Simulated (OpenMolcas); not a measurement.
**Mo⁵⁺ among point charges: CASSCF and CASPT2 levels and susceptibility**

Aim: the splitting of the states of Mo⁵⁺ in the field of 6 point charges, its lowest levels with spin-orbit coupling and its magnetic susceptibility.

The numbers are computed with OpenMolcas 26.06 (state-averaged CASSCF and CASPT2, spin-orbit coupling by RASSI with atomic mean-field integrals), except any that are marked as measured or tabulated.

### 1 What is computed

- Species: Mo⁵⁺ (molybdenum, Z = 42, 37 electrons)
- Basis: ANO-RCC-VTZP [7s6p4d2f1g], 68 functions
- Scalar Hamiltonian: DKH2, point nucleus
- Inactive shells: 1s 2s 2p 3s 3p 3d 4s 4p
- Active space: 1 electron in 5 orbitals (4d)
- Some configurations of this space: 4d
- Orbitals: optimised for each spin and parity, averaged over all roots

The outer shells:

4d
```
4d [↑ ][  ][  ][  ][  ]
```

The ion sits among 6 point charges of -1 e arranged as a tetragonal octahedron (D4h), 2.24 Å from the ion, with the axial distance 2.442 Å.

Each step is its own input file, run in one work folder so that later steps find the files of earlier ones. Labels, J, g values, rates, χT and fits are worked out afterwards by a script from the matrices that RASSI stores. The input lists half of the charges; inversion (Group=XYZ) makes the rest.

### 2 One- and two-electron integrals

Input file a.inp:

```
&GATEWAY
Coord
1

Mo 0.0 0.0 0.0
Basis=ANO-RCC-VTZP
Group=XYZ
NoMove
AngMom=0.0 0.0 0.0
AMFI
XField
3 Angstrom 0
2.240000 0.000000 0.000000 -1.000000
0.000000 2.240000 0.000000 -1.000000
0.000000 0.000000 2.441600 -1.000000
&SEWARD
```

Run with:

```sh
$ OMP_NUM_THREADS=1 MOLCAS_MEM=1689 MOLCAS_PROJECT=a pymolcas a.inp > a.log
```

Standard output:

```text
Basis set label: MO.ANO-RCC...7S6P4D2F1G.

      Electronic valence basis set:
      ------------------
      Associated Effective Charge  42.000000 au
      Associated Actual Charge     42.000000 au
      Nuclear Model: Point charge

      Shell  nPrim  nBasis  Cartesian Spherical Contaminant
         s      21       7        X
         p      18       6        X
         d      13       4                 X
         f       6       2                 X
         g       4       1                 X
                  Relativistic Douglas-Kroll-Hess integrals:
                    - DKH order of Hamiltonian: 2
                    - DKH order of Properties : 0
                  Atomic mean-field integrals
```

### 3 Reference wave functions, doublets of even parity, 5 roots

Input file a.inp:

```
&RASSCF
FileOrb=start.orb
Symmetry=1
Spin=2
nActEl=1 0 0
Inactive=9 9
Ras2=5 0
CIRoot=5 5 1
SDav=5
CIMx=300
Iter=120 100
PrWF=0.3
OrbListing=Nothing
MaxOrb=0
>>> COPY $Project.JobIph JOB001
```

Run with:

```sh
$ OMP_NUM_THREADS=1 MOLCAS_MEM=1689 MOLCAS_PROJECT=a pymolcas a.inp > a.log
```

start.orb holds the contracted functions of the basis, ordered by shell, or the orbitals of the step before.

Standard output, cut to the lines that bear on the results:

```text
[...]
      Number of active orbitals                  5
[...]
      Spin quantum number                      0.5
[...]
      Active orbitals                            5   0
[...]
      Number of CSFs                             5
      Number of root(s) required                 5
[...]
      Convergence after  7 iterations
[...]
      Natural orbitals and occupation numbers for root  1
      sym 1:   0.000000   0.000000   0.000000   1.000000   0.000000
      Natural orbitals and occupation numbers for root  2
      sym 1:   0.000000   1.000000   0.000000  -0.000000   0.000000
      Natural orbitals and occupation numbers for root  3
      sym 1:   1.000000   0.000000   0.000000   0.000000   0.000000
::    RASSCF root number  1 Total energy:  -4047.44405920
::    RASSCF root number  2 Total energy:  -4047.44405920
::    RASSCF root number  3 Total energy:  -4047.43938852
::    RASSCF root number  4 Total energy:  -4047.43602568
::    RASSCF root number  5 Total energy:  -4047.42700090
```

### 4 State interaction with spin-orbit coupling

Input file a.inp:

```
&RASSI
NrOfJobIphs=1 5
1 2 3 4 5
IphNames
JOB001
EJob
SpinOrbit
DIPRint=1.0
SOCoupling=1000.0
Subsets=2
Property=9
'ANGMOM' 1 'ANGMOM' 2 'ANGMOM' 3 'MLTPL  1' 1 'MLTPL  1' 2 'MLTPL  1' 3
'AMFI' 1 'AMFI' 2 'AMFI' 3
SOProperty=3
'ANGMOM' 1 'ANGMOM' 2 'ANGMOM' 3
```

Standard output, cut to the lines that bear on the results:

```text
SPIN-FREE ENERGIES:
  (Shifted by EMIN (a.u.) =      -4047.4440591973)
 SF State       Relative EMIN(au)   Rel lowest level(eV)    D:o, cm**(-1)      L_eff
     1             0.0000000000        0.0000000000              0.0000         2.0
     2             0.0000000000        0.0000000000              0.0000         2.0
     3             0.0046706809        0.1270957029           1025.0960         2.0
     4             0.0080335165        0.2186031209           1763.1531         2.0
     5             0.0170582963        0.4641798889           3743.8633         2.0
     Dipole printing threshold changed to   1.00000000E+00
Eigenvalues of complex Hamiltonian:
   -----------------------------------
  (Shifted by EMIN (a.u.) =      -4047.4440591973)
 SO State       Relative EMIN(au)   Rel lowest level(eV)    D:o, cm**(-1)     J-value
     1            -0.0046473102        0.0000000000              0.0000         1.5
     2            -0.0046473102        0.0000000000              0.0000         1.5
     3            -0.0014469340        0.0870866715            702.4014         1.1
     4            -0.0014469340        0.0870866715            702.4014         1.1
     5             0.0065996073        0.3060442142           2468.4131         1.9
     6             0.0065996073        0.3060442142           2468.4131         1.9
     7             0.0104410387        0.4105748893           3311.5098         2.4
     8             0.0104410387        0.4105748893           3311.5098         2.4
     9             0.0188160920        0.6384716986           5149.6215         1.2
    10             0.0188160920        0.6384716986           5149.6215         1.2
Weights of the five most important spin-orbit-free states for each spin-orbit state.
[...]
```

These steps: 2.6 s of run time, 1 thread of Arm Neoverse N1, shared host.

Spin-free states, with their symmetry labels:

```
state  degeneracy  E (cm-1)  free-ion L (%)
   2E           2         0         D (100)
  2B2           1      1025         D (100)
  2A1           1      1763         D (100)
  2B1           1      3744         D (100)
```

With spin-orbit coupling:

```json
{"E (cm-1)": "0.0", "Degeneracy": "2", "Label": "E1/2", "2S+1": "2", "g": "0.32 1.47 1.47"}
{"E (cm-1)": "702.4", "Degeneracy": "2", "Label": "E3/2", "2S+1": "2", "g": "0.12 0.12 2.73"}
{"E (cm-1)": "2468", "Degeneracy": "2", "Label": "E3/2", "2S+1": "2", "g": "1.27 2.24 2.24"}
{"E (cm-1)": "3312", "Degeneracy": "2", "Label": "E1/2", "2S+1": "2", "g": "1.68 3.48 3.48"}
{"E (cm-1)": "5150", "Degeneracy": "2", "Label": "E3/2", "2S+1": "2", "g": "2.12 2.12 4.00"}
```

Principal g values are given for doublets only; a zero marks a field direction without first-order Zeeman splitting.

Powder χT (cm³ K/mol): 0.14 at 2 K, 0.14 at 5 K, 0.14 at 10 K, 0.14 at 20 K, 0.15 at 50 K, 0.16 at 100 K, 0.17 at 150 K, 0.18 at 200 K, 0.19 at 250 K, 0.20 at 300 K.

Orbitals of the lowest block (energies include the constant potential of the surroundings):

```
shell     space  energy (hartree)  mean occupation  ⟨r²⟩ (bohr²)
   1s  inactive         -739.7906            2.000       0.00163
   2s  inactive         -108.2418            2.000        0.0277
   2p  inactive          -96.6951            6.000        0.0219
   3s  inactive          -20.5243            2.000         0.208
   3p  inactive          -16.6255            6.000         0.213
   3d  inactive          -10.2608           10.000         0.205
   4s  inactive           -3.8743            2.000          1.32
   4p  inactive           -2.6587            6.000          1.58
   4d      RAS2                              1.000          2.49
```

### 5 CASPT2: IPEA 0.25, imaginary shift 0.1 (closed shells correlated: 4s 4p)

Input file a.inp:

```
>>> COPY JOB001 $Project.JobIph
&CASPT2
Multistate=5 1 2 3 4 5
NoMult
Frozen=8 6
IPEA=0.25
Imaginary=0.1
MaxIter=60
WThr=0.0 0.3 0.05
PrWF=0.5
NoMix
```

Standard output:

```text
Orbital specifications:
      -----------------------

      Symmetry species                           1   2
                                                ag  au
      Frozen orbitals                            8   6
      Inactive orbitals                          1   3
      Active orbitals                            5   0
      Secondary orbitals                        22  23
      Deleted orbitals                           0   0
      Number of basis functions                 36  32
Type of calculation                        SS-CASPT2
      Fock operator                              state-specific
      IPEA shift                                 0.25
      Real shift                                 0.00
      Imaginary shift                            0.10
      The input orbitals will be transformed to quasi-canonical
Reference energy:       -4047.4440591973
      E2 (Non-variational):      -0.2369844032
      Shift correction:          -0.0000820946
      E2 (Variational):          -0.2370664978
      Total energy:           -4047.6811256952
      Residual norm:              0.0000002385
      Reference weight:           0.96016
      Contributions to the CASPT2 correlation energy
      Active & Virtual Only:          0.0000000000
      One Inactive Excited:          -0.0525505359
      Two Inactive Excited:          -0.1844338674
Reference energy:       -4047.4440591973
      E2 (Non-variational):      -0.2369843494
      Shift correction:          -0.0000820945
      E2 (Variational):          -0.2370664439
      Total energy:           -4047.6811256413
      Residual norm:              0.0000002385
      Reference weight:           0.96016
      Contributions to the CASPT2 correlation energy
      Active & Virtual Only:          0.0000000000
      One Inactive Excited:          -0.0525504816
      Two Inactive Excited:          -0.1844338679
::    CASPT2 Root  1     Total energy:  -4047.68112570
::    CASPT2 Root  2     Total energy:  -4047.68112564
::    CASPT2 Root  3     Total energy:  -4047.67592059
::    CASPT2 Root  4     Total energy:  -4047.67272472
::    CASPT2 Root  5     Total energy:  -4047.66378887
```

This run took 1.2 s in all on 1 thread of Arm Neoverse N1, shared host.

SS-CASPT2: lowest energy less the reference's lowest, -0.2371 hartree; reference weights 0.960.

Spin-free states, with their symmetry labels:

```
state  degeneracy  E (cm-1)  free-ion L (%)
   2E           2         0         D (100)
  2B2           1      1142         D (100)
  2A1           1      1844         D (100)
  2B1           1      3805         D (100)
```

With spin-orbit coupling:

```tsv
E (cm-1)	Degeneracy	Label	2S+1	g
0	2	E1/2	2	0.30 1.46 1.46
730	2	E3/2	2	0.15 0.15 2.84
2530	2	E3/2	2	1.21 2.25 2.25
3370	2	E1/2	2	1.70 3.46 3.46
5200	2	E3/2	2	2.10 2.10 4.04
```

Powder χT (cm³ K/mol): 0.14 at 2 K, 0.14 at 5 K, 0.14 at 10 K, 0.14 at 20 K, 0.14 at 50 K, 0.15 at 100 K, 0.16 at 150 K, 0.17 at 200 K, 0.18 at 250 K, 0.19 at 300 K.

### 6 The methods side by side

A. CASSCF
B. SS-CASPT2, IPEA 0.25, imaginary shift 0.1 (closed shells correlated: 4s 4p)

```
method  ground state  first state of that spin (cm-1)  first gap with spin-orbit (cm-1)  χT at 300 K
     A            2E                         2B2 1025                             702.4         0.20
     B            2E                         2B2 1142                             734.5         0.19
```

### 7 Results

| quantity | value |
| --- | --- |
| method | SS-CASPT2, IPEA 0.25, imaginary shift 0.1 (closed shells correlated: 4s 4p) |
| spin-free ground state | 2E, 2-fold in its orbital part |
| first state of the same spin within the active space | 2B2 at 1140 cm⁻¹ |
| lowest level | 2-fold E1/2, g = 0.30, 1.46, 1.46 |
| next level | 734.5 cm⁻¹ |
| χT at 300 K | 0.19 cm³ K/mol |
| effective moment at 300 K | 1.24 μB |

Cost by method:

```
                                              method  time of its own steps  time with the reference
                                           A. CASSCF                  2.6 s                    2.6 s
B. SS-CASPT2, IPEA 0.25, imaginary shift 0.1, +4s 4p                  1.2 s                    3.8 s
```

Times are of one thread on a shared host.

In words: The spin-free ground state (2E) comes to 100 % from free-ion D terms and keeps the highest spin of the shell. χT at 300 K is 0.19, against 0.38 cm³ K/mol for the spin alone, so orbital moment lowers it. The field of point charges can differ much from that of real complexes. Point charges carry no covalency, so the field is a model and not that of real ligands.
